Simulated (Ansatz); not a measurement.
# O on W (Tungsten) (110)

The task here is to estimate one member of a computed series from the others.

Program: Ansatz 0.2.0. Level of theory: DFT RPBE, scalar-relativistic, plane waves, PAW. These are calculated values, not measurements.

2 further runs of the same task are left out: 2 set aside as unsound or not needed.

**The system as given**

The structure is cubic, space group Im-3m (No. 229). The conventional cell has a = 3.197 Å, b = 3.197 Å, c = 3.197 Å, α = 90.00°, β = 90.00°, γ = 90.00°. W (site symmetry m-3m) is surrounded by 8 W at 2.77 Å.

As a file:

```
W
1.0
    -1.59828    1.59828    1.59828
     1.59828   -1.59828    1.59828
     1.59828    1.59828   -1.59828
W
1
Direct
  0.00000 0.00000 0.00000
```

This cell was relaxed beforehand with the same method: volume 16.33 Å³/atom, gap on the mesh none (metal).

A (110) slab, 6.8 Å thick as cut, with 17 Å of vacuum, in a 2×1 surface cell; its outer planes are W (top) and W (bottom).

The slab as cut. Layers, bottom to top:

```csv
plane,atoms per cell,height over the lowest (Å)
1,W2,0.00
2,W2,2.26
3,W2,4.52
4,W2,6.78
```

The first run:

Planes are indexed in the bulk's conventional cell (Im-3m (No. 229)), a = 3.197 Å, b = 3.197 Å, c = 3.197 Å, α = 90.00°, β = 90.00°, γ = 90.00°.

Input file input.yaml:

```yaml
crystal:
  lattice:
    - [5.5366027334, 0.0, 0.0]
    - [-0.9227671222, 2.6099795583, 0.0]
    - [0.0, 0.0, 23.7809258026]
  atoms:
    - { symbol: W, position: [0.25, 0.5, 0.3574293142] }
    - { symbol: W, position: [0.75, 0.5, 0.3574293142] }
    - { symbol: W, position: [0.5, 0.0, 0.4524764381] }
    - { symbol: W, position: [0.0, 0.0, 0.4524764381] }
    - { symbol: W, position: [0.75, 0.5, 0.5475235619] }
    - { symbol: W, position: [0.25, 0.5, 0.5475235619] }
    - { symbol: W, position: [0.0, 0.0, 0.6425706858] }
    - { symbol: W, position: [0.5, 0.0, 0.6425706858] }
basis:
  ecutwfc: 420
kpoints:
  mp_grid: { grid: [6, 11, 1] }
hamiltonian:
  xc: rpbe
scf:
  occupations: { method: gaussian, width: 0.1 }
output:
  forces: true
  eigenvalues: true
relax:
  adjacent_minimum: "off"
  f_tol: 0.03
  max_steps: 70
  constraints: [{ sites: [0, 1, 2, 3] }]
efield:
  axis: 3
  dipole_correction: true
```

Command:

```
$ ansatz run input.yaml --threads 2 --pin off --max-ram 5120MiB --backend cpu --events-out ev --progress --plain --runs-dir out
```

Among the steps run: The clean surface, relaxed; O at the top (W) site; O at the hollow (nearest W) site; O at the bridge (W-W) site; O at the hollow over W site.

One table of the session follows, with a row left open; its other results are not shown here.

```
                             start  energy over the lowest (eV)  height (Å)  Δφ, top (eV)  Δ dipole (e·Å)
           top (W) at (0.00, 0.00)                         1.13        1.72         +1.94          -0.156
hollow (nearest W) at (0.17, 0.67)                         0.00        1.16         +0.29          -0.018
      bridge (W-W) at (0.25, 0.00)                         0.47        1.36         +0.77          -0.056
     hollow over W at (0.75, 0.50)                            ?           ?             ?               ?
```

Q: Estimate the row for hollow over W at (0.75, 0.50) from the others.

The run gave: energy over the lowest (eV): 0.48; height (Å): 1.18; Δφ, top (eV): +0.18; Δ dipole (e·Å): -0.011. In the column «energy over the lowest (eV)» it lies between bridge (W-W) at (0.25, 0.00) (0.47) and top (W) at (0.00, 0.00) (1.13).

To keep in mind: A start on a symmetric site keeps its symmetry, so an end may be a saddle point and not a minimum. Spin-orbit coupling is left out for W. Spin polarisation is off in the runs that give these values; a magnetic solution could lie lower. Warnings in the runs' records: xc potential rough in thin density.
